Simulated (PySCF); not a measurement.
# C₅H₈Si: geometry, spin-spin couplings

Aim: predict the spin-spin couplings of C₅H₈Si (`C#CC1C[SiH2]C1`).

Computed with PySCF 2.14.0, with density-fitted response routines of our own, on a single molecule in the gas phase. Atoms are numbered from 0 throughout.

## 1. The molecule as given

14 atoms, charge 0, multiplicity 1; geometry from: GFN2-xTB. The atoms were then displaced at random by about 0.01 Å, so the start is not that level's minimum.

Bonds of the start (Å): C0–C1 1.23, C1–C2 1.46, C2–C3 1.54, C3–Si4 1.95, Si4–C5 1.90, C5–C2 1.53, C0–H6 1.03, C2–H7 1.10, C3–H8 1.09, C3–H9 1.08, Si4–H10 1.46, Si4–H11 1.47, C5–H12 1.07, C5–H13 1.08.

## 2. Optimising the geometry at PBE0-D3(BJ)/def2-SVP

The job: settings as JSON, then the geometry in Å.

```
{"job": {"xc": "PBE0", "basis": "def2-SVP", "d3": "d3bj", "grid": 1, "shake": 0.01, "kind": "geom"}, "charge": 0, "multiplicity": 1}
C      2.822980    -0.696940     0.434220
C      1.722670    -0.261240     0.098990
C      0.389250     0.212740    -0.248850
C     -0.180880     1.145790     0.831460
Si    -1.848640     0.143830     0.783570
C     -0.664710    -0.902770    -0.268980
H      3.761790    -1.028000     0.699360
H      0.468670     0.729910    -1.211840
H     -0.231190     2.197590     0.566110
H      0.323800     1.071890     1.787690
H     -2.948500     0.779350     0.063170
H     -2.310860    -0.421820     2.060150
H     -0.328530    -1.796350     0.221130
H     -0.983000    -1.189050    -1.263900
```

On the command line:

```console
OMP_NUM_THREADS=1 python probes_run.py task.json out
```

The driver reads the jobs from task.json and runs them one after another.

What it wrote:

```text
step   0  E = -484.15320806  max force = 0.067173
step   1  E = -484.15844974  max force = 0.009554
step   2  E = -484.15937342  max force = 0.006630
step   3  E = -484.16022617  max force = 0.003338
step   4  E = -484.16039732  max force = 0.002424
step   5  E = -484.16058513  max force = 0.001713
step   6  E = -484.16074028  max force = 0.002332
step   7  E = -484.16102495  max force = 0.004067
step   8  E = -484.16127209  max force = 0.004021
step   9  E = -484.16144799  max force = 0.001874
step  10  E = -484.16150059  max force = 0.000542
step  11  E = -484.16150664  max force = 0.000333
optimisation converged
```

It took 81 s on 1 thread of Arm Neoverse V1, shared host; peak memory 0.5 GiB.

Relaxation path:

```csv
step,energy from step 0 (eV),largest force component (eV/Å)
0,0.0000,3.4542
1,-0.1426,0.4913
2,-0.1678,0.3409
3,-0.1910,0.1716
4,-0.1956,0.1246
5,-0.2007,0.0881
6,-0.2050,0.1199
7,-0.2127,0.2091
8,-0.2194,0.2068
9,-0.2242,0.0964
10,-0.2257,0.0279
11,-0.2258,0.0171
```

Close pairs (by a distance rule), those that changed most:

```csv
bond,before (Å),after (Å),change (Å)
C3–Si4,1.946,1.897,-0.049
C0–H6,1.030,1.074,+0.044
Si4–H10,1.460,1.495,+0.035
C5–H12,1.073,1.102,+0.029
C2–C5,1.535,1.561,+0.026
C2–C3,1.537,1.561,+0.024
Si4–H11,1.471,1.495,+0.024
C3–H9,1.084,1.102,+0.018
```

The end geometry stands in the next job.

```csv
at the end point,value
point group (found at 0.08 Å tolerance),Cs
"rotational constants (GHz, main isotopes)","8.390, 1.684, 1.508"
dipole moment (D),0.38
```

## 3. Indirect couplings: B3LYP/6-31G*

The job: settings as JSON, then the geometry in Å.

```
{"job": {"kind": "j", "xc": "B3LYP", "basis": "6-31G*"}, "charge": 0, "multiplicity": 1}
C      2.925829    -0.522401     0.080561
C      1.763122    -0.201281    -0.039344
C      0.360897     0.172722    -0.150339
C     -0.205706     1.069570     0.995426
Si    -1.873406     0.213529     0.706384
C     -0.668354    -1.000474    -0.114152
H      3.956049    -0.808275     0.180167
H      0.227269     0.713443    -1.104299
H     -0.055017     2.150598     0.874282
H      0.222286     0.760367     1.962499
H     -2.766574     0.930259    -0.255044
H     -2.680884    -0.237264     1.880456
H     -0.343783    -1.763742     0.611297
H     -0.868667    -1.492324    -1.075335
```

Method: B3LYP/6-31G* indirect spin-spin coupling, non-relativistic, gas phase.

What it wrote:

```text
coarse grid: 12016 points
cycle   1  E = -484.7278484141  dE =  5.887e-01  |g| = 4.912e-01  |ddm| = 3.740e+00
cycle   2  E = -484.7033011877  dE =  2.455e-02  |g| = 5.641e-01  |ddm| = 1.187e+00
cycle   3  E = -484.7930169169  dE = -8.972e-02  |g| = 8.678e-02  |ddm| = 7.190e-01
cycle   4  E = -484.7945054926  dE = -1.489e-03  |g| = 4.827e-02  |ddm| = 1.357e-01
cycle   5  E = -484.7950075713  dE = -5.021e-04  |g| = 2.102e-02  |ddm| = 5.693e-02
cycle   6  E = -484.7951189621  dE = -1.114e-04  |g| = 2.439e-03  |ddm| = 2.020e-02
cycle   7  E = -484.7951207054  dE = -1.743e-06  |g| = 4.854e-04  |ddm| = 4.303e-03
final grid: 110944 points
cycle   8  E = -484.7383290595  dE = -1.408e-05  |g| = 4.695e-03  |ddm| = 3.047e-02
cycle   9  E = -484.7383233329  dE =  5.727e-06  |g| = 6.575e-03  |ddm| = 1.222e-02
cycle  10  E = -484.7383348651  dE = -1.153e-05  |g| = 1.384e-03  |ddm| = 7.924e-03
cycle  11  E = -484.7383353364  dE = -4.712e-07  |g| = 3.509e-04  |ddm| = 1.478e-03
cycle  12  E = -484.7383353670  dE = -3.066e-08  |g| = 7.016e-05  |ddm| = 3.675e-04
cycle  13  E = -484.7383353683  dE = -1.285e-09  |g| = 1.253e-05  |ddm| = 9.410e-05
cycle  14  E = -484.7383353684  dE = -4.945e-11  |g| = 2.798e-06  |ddm| = 2.586e-05
converged SCF energy = -484.7383353684

Indirect spin-spin couplings (Hz)
  i      j    bonds     total        FC       PSO       DSO        SD
  0 C    1 C    1    181.925   176.414     5.418     0.092         -
  0 C    2 C    2      7.500     7.748    -0.131    -0.117         -
  0 C    3 C    3      3.672     3.672     0.053    -0.052         -
  0 C    4 Si   4     -0.976    -0.821    -0.064     0.052    -0.143
  0 C    5 C    3      3.691     3.691     0.053    -0.053         -
  0 C    6 H    1    236.955   237.623    -1.197     0.529         -
  0 C    7 H    3      6.221     6.049     0.568    -0.396         -
  0 C    8 H    4     -0.328    -0.275     0.163    -0.217         -
  0 C   11 H    5      0.422     0.498     0.141    -0.217         -
  0 C   13 H    4     -0.330    -0.276     0.164    -0.217         -
  1 C    2 C    1     79.680    81.006    -1.593     0.267         -
  1 C    3 C    2     -3.886    -3.799    -0.121     0.033         -
  1 C    4 Si   3    -14.953   -14.968    -0.083     0.040     0.058
  1 C    5 C    2     -3.886    -3.799    -0.120     0.033         -
  1 C    6 H    2     34.574    31.899     3.796    -1.121         -
  1 C    7 H    2    -10.255   -10.152    -0.125     0.021         -
  1 C    8 H    3      0.487     0.498     0.066    -0.077         -
  1 C    9 H    3      6.168     6.013    -0.053     0.207         -
  1 C   10 H    4     -0.305    -0.198     0.143    -0.251         -
  1 C   11 H    4      4.658     4.790     0.107    -0.239         -
  1 C   12 H    3      6.177     6.022    -0.053     0.207         -
  1 C   13 H    3      0.479     0.490     0.065    -0.076         -
  2 C    3 C    1     41.578    40.899     0.429     0.251         -
  2 C    4 Si   2      7.373     7.269     0.128    -0.036     0.012
  2 C    5 C    1     41.631    40.952     0.428     0.251         -
  2 C    6 H    3      4.366     4.533     0.245    -0.412         -
  2 C    7 H    1    160.361   158.632     0.566     1.164         -
  2 C    8 H    2     -2.109    -2.234     0.205    -0.080         -
  2 C    9 H    2     -4.084    -4.314     0.210     0.021         -
  2 C   10 H    3     -0.738    -0.605    -0.004    -0.129         -
  2 C   11 H    3      6.280     6.634     0.079    -0.433         -
  2 C   12 H    2     -4.077    -4.308     0.210     0.021         -
  2 C   13 H    2     -2.083    -2.208     0.207    -0.082         -
  3 C    4 Si   1    -52.240   -51.338     0.078    -0.087    -0.894
  3 C    5 C    2      1.615     1.646    -0.062     0.031         -
  3 C    6 H    4     -2.061    -1.967     0.135    -0.229         -
  3 C    7 H    2     -3.555    -3.789     0.235    -0.001         -
  3 C    8 H    1    152.685   151.054     0.763     0.868         -
  3 C    9 H    1    147.262   145.407     0.923     0.931         -
  3 C   10 H    2      2.251     2.431     0.059    -0.239         -
  3 C   11 H    2      3.193     3.425     0.070    -0.302         -
  3 C   12 H    3      0.270     0.274     0.081    -0.085         -
  3 C   13 H    3     11.444    11.644     0.248    -0.447         -
  4 Si   5 C    1    -52.147   -51.247     0.079    -0.087    -0.893
  4 Si   6 H    5     -0.157    -0.257    -0.092     0.180     0.013
  4 Si   7 H    3     -1.448    -1.674     0.121     0.051     0.054
  4 Si   8 H    2      5.333     5.497    -0.095     0.199    -0.268
  4 Si   9 H    2      6.151     6.203    -0.041     0.099    -0.110
  4 Si  10 H    1   -174.676  -174.937     0.883    -0.263    -0.358
  4 Si  11 H    1   -179.970  -180.254     0.905    -0.249    -0.372
  4 Si  12 H    2      6.202     6.253    -0.039     0.097    -0.108
  4 Si  13 H    2      5.334     5.501    -0.096     0.200    -0.271
  5 C    6 H    4     -2.061    -1.966     0.134    -0.229         -
  5 C    7 H    2     -3.588    -3.821     0.234    -0.001         -
  5 C    8 H    3     11.420    11.619     0.248    -0.447         -
  5 C    9 H    3      0.264     0.269     0.082    -0.087         -
  5 C   10 H    2      2.227     2.408     0.059    -0.240         -
  5 C   11 H    2      3.195     3.427     0.069    -0.301         -
  5 C   12 H    1    147.166   145.307     0.927     0.932         -
  5 C   13 H    1    152.784   151.155     0.761     0.868         -
  6 H    7 H    4     -3.982    -3.379     0.809    -1.412         -
  6 H    8 H    5     -0.252     0.151     0.459    -0.862         -
  6 H   10 H    6     -0.566    -0.122     0.413    -0.857         -
  6 H   11 H    6     -0.211     0.179     0.342    -0.733         -
  6 H   13 H    5     -0.252     0.151     0.458    -0.860         -
  7 H    8 H    3      7.696     7.578    -0.161     0.280         -
  7 H    9 H    3     11.152    12.008     1.568    -2.423         -
  7 H   11 H    4     -1.728    -0.357     0.653    -2.024         -
  7 H   12 H    3     11.200    12.056     1.570    -2.425         -
  7 H   13 H    3      7.664     7.548    -0.157     0.273         -
  8 H    9 H    2    -16.068   -15.447     1.357    -1.978         -
  8 H   10 H    3      2.170     2.465     0.065    -0.360         -
  8 H   11 H    3      0.088     1.132     0.546    -1.590         -
  8 H   12 H    4     -1.740    -0.964     1.124    -1.900         -
  8 H   13 H    4      4.566     5.289     1.059    -1.782         -
  9 H   10 H    3      5.049     6.502     0.756    -2.209         -
  9 H   11 H    3      2.462     2.710    -0.097    -0.151         -
  9 H   12 H    4      0.177    -0.027    -0.310     0.514         -
  9 H   13 H    4     -1.744    -0.968     1.124    -1.899         -
 10 H   11 H    2     12.350    13.997     0.161    -1.808         -
 10 H   12 H    3      5.040     6.496     0.755    -2.211         -
 10 H   13 H    3      2.139     2.438     0.068    -0.367         -
 11 H   12 H    3      2.480     2.724    -0.101    -0.143         -
 11 H   13 H    3      0.077     1.117     0.545    -1.585         -
 12 H   13 H    2    -16.047   -15.428     1.357    -1.977         -
```

Wall time 15 s (1 thread of Arm Neoverse V1, shared host); peak memory 0.6 GiB.

The basis is not made for couplings: without tight functions at the nuclei these values are rough.

A choice of the couplings up to four bonds, sorted by the number of bonds, with means over like pairs; isotopes 13C, 1H, 29Si:

```csv
pair,bonds,J (Hz),Fermi contact (Hz),dihedral (°)
C0–H6,1,237.0,237.6,–
C0–C1,1,181.9,176.4,–
Si4–H11,1,-180.0,-180.3,–
Si4–H10,1,-174.7,-174.9,–
C2–H7,1,160.4,158.6,–
C3–H8,1,152.7,151.1,–
C3–H9,1,147.2,145.4,–
C1–C2,1,79.7,81.0,–
C3–Si4,1,-52.2,-51.3,–
C1–H6,2,34.6,31.9,–
H8–H9,2,-16.1,-15.4,–
H10–H11,2,12.3,14.0,–
C1–H7,2,-10.3,-10.2,–
C0–C2,2,7.5,7.7,–
C2–Si4,2,7.4,7.3,–
Si4–H9,2,6.2,6.2,–
Si4–H8,2,5.3,5.5,–
C2–H9,2,-4.1,-4.3,–
C1–Si4,3,-15.0,-15.0,–
C3–H13,3,11.4,11.6,–
H7–H9,3,11.2,12.0,-159
H7–H8,3,7.7,7.6,-36
C2–H11,3,6.3,6.6,–
C0–H7,3,6.2,6.0,–
C1–H9,3,6.2,6.0,-38
H9–H10,3,5.0,6.5,157
C2–H6,3,4.4,4.5,–
C1–H11,4,4.7,4.8,–
H8–H13,4,4.6,5.3,–
H6–H7,4,-4.0,-3.4,–
C3–H6,4,-2.1,-2.0,–
H8–H12,4,-1.7,-1.0,–
H7–H11,4,-1.7,-0.4,–
```

The spin-dipole term was solved for some atoms only; pairs without it lack that part.

## 4. What came out

| quantity | value |
| --- | --- |
| point group | Cs |
| rotational constants (main isotopes) | 8.39, 1.68, 1.51 GHz |
| largest coupling of the table (B3LYP/6-31G*) | 1J(C,H) C0–H6, 237.0 Hz |

**Reading.** Over 11 steps the energy fell by 0.226 eV; of the close pairs, C3–Si4 changed most, 1.946 to 1.897 Å. Of the pairs tabulated at B3LYP/6-31G*, C0–H6 couples most strongly (237.0 Hz; Fermi contact 237.6 Hz). Couplings across rotatable bonds belong to this one conformer; where others are populated, the observed values are averages. Couplings from bases without tight functions are rough.
